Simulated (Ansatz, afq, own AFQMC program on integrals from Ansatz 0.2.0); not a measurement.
# InH₂+ (singlet): AFQMC on the coupled-cluster ladder at scale of all distances = 1.000, def2-TZVP

One table from this session's results is given with a row withheld; the runs are named, their logs left out.

Method: def2-TZVP, frozen cores; program: Ansatz 0.2.0, Gaussian basis, and an in-house AFQMC program (afq) on its integrals; all values are calculated.

Plan: Full CI; PBE (unrestricted); CCSD(T) on RHF; r2SCAN (unrestricted); PBE0 (unrestricted); B3LYP (unrestricted); wB97M-V (unrestricted); B2PLYP (unrestricted); Full CI; CCSDT(Q) on RHF; Phaseless AFQMC, CISD trial on RHF; Phaseless AFQMC, single-determinant trial on RHF; Free-projection AFQMC, CISD trial on RHF; UHF.

1 further run of the same task is left out (it didn't finish).

## The system

The geometry derives from a PBE0/def2-TZVP stationary point (not a proven minimum). All distances are scaled together. No spin-orbit coupling is included. Elements past krypton take def2 core potentials.

3 atoms, charge 1, spin multiplicity 1.

Atoms are counted from 1 here; the program's logs count them from 0.

Bond lengths: In1–H2 1.665 Å, In1–H3 1.665 Å. Angles: H2–In1–H3 180.0°.

Set-up of the first run:

in.yaml reads:

```yaml
crystal:
  periodic: [false, false, false]
  atoms:
    - {symbol: In, position_ang: [0.000000, 0.000000, 0.000000]}
    - {symbol: H, position_ang: [0.000000, 0.000000, -1.665400]}
    - {symbol: H, position_ang: [0.000000, 0.000000, 1.665400]}
basis:
  gaussian: {orbitals: def2-TZVP}
total_charge: 1
correlation: {method: fci, electrons: outside_noble_gas}
```

Command:

```bash
$ ansatz run in.yaml --threads 1 --pin off --events-out ev --progress --plain --max-ram 15360MiB --backend cuda --devices 0, --max-vram 18GiB
```

Among the steps run: Full CI; PBE (unrestricted); CCSD(T) on RHF; r2SCAN (unrestricted); PBE0 (unrestricted); B3LYP (unrestricted); wB97M-V (unrestricted); B2PLYP (unrestricted); CCSDT(Q) on RHF; Phaseless AFQMC, CISD trial on RHF; Phaseless AFQMC, single-determinant trial on RHF; Free-projection AFQMC, CISD trial on RHF; UHF.

One table of the session follows, with a row left open; its other results are not shown here.

On the RHF determinant, counted from full CI (exact for this spin and basis):

| level | from full CI (kJ/mol) |
| --- | --- |
| HF | +178.0 |
| MP2 | +43.8 |
| CCSD | ? |
| CCSD(T) | +0.7 |
| CCSDT(Q) | 0.0 |
| full CI | 0.0 |
| Phaseless AFQMC, CISD trial, step 0.005, 4000 walkers | +0.1 |
| Phaseless AFQMC, single-determinant trial, step 0.005, 4000 walkers | -2.7 |
| Free-projection AFQMC, CISD trial, step 0.03, 4000 walkers | 0.0 |

Estimate the missing values for CCSD.

As computed: from full CI (kJ/mol): +2.5. In the column «from full CI (kJ/mol)» it lies between CCSD(T) (+0.7) and MP2 (+43.8).

The functionals' totals stand on their own zeros and serve differences with other points: PBE -5198.084 eV; r2SCAN -5199.994 eV; PBE0 -5198.105 eV; B3LYP -5200.110 eV; wB97M-V -5196.513 eV; B2PLYP -5190.387 eV.

To keep in mind: On the RHF determinant, counted from full CI (exact for this spin and basis): On RHF the phaseless walk with the CISD trial lies +0.1 kJ/mol from full CI, within three error bars. Error bars are statistical and leave out the constraint, the time step and what remains of the start. In carries a core potential, and spin-orbit coupling is left out.
